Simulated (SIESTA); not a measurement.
Runs of SIESTA 5.4.2 on Sr. The cell holds a slab with vacuum, 4 atoms: a = 4.303 Å, b = 4.303 Å, c = 25.539 Å, α = 90.00°, β = 90.00°, γ = 120.00°. The slab is cut from a database's or a generator's crystal, which needn't be the stable form of the element.

| level | gap on the mesh (eV) | largest force (eV/Å) | work function (eV) |
| --- | --- | --- | --- |
| VV10 | none | 0.12 | 2.40 |
| vdW-DF2 | none | 0.06 | 2.38 |
| vdW-DF-cx | none | 0.12 | 2.32 |
| optB88-vdW | none | 0.12 | (b) |
| PBE | none | 0.07 | 2.31 |
| vdW-DF-C09 | none | 0.14 | 2.35 |
| vdW-DF | none | (a) | 2.30 |

Alike in all rows: task single point; potentials or basis PseudoDojo 0.4 standard (PBE files), DZP (energy shift 0.003 Ry; two zetas on semicore shells; d shell added on Sr); no spin polarisation; cell as given; k mesh 7 × 7 × 1; smearing fermi-dirac 0.05 eV; grid cutoff 500 Ry; energy shift 0.003 Ry.

Q: Estimate the missing entries.

A: (a) 0.04; (b) 2.37.

Caveats: the basis of atomic orbitals isn't converged, which shifts pressures, moduli and gaps; the potentials were made for another functional, which shifts forces and pressure (some runs); the non-local part is tabulated coarsely and may be off by about a percent (some runs).

A k mesh can miss the band edges, and the runs leave out spin-orbit coupling on Sr.

A gap of «none» marks a metal or a gap under the smearing width.
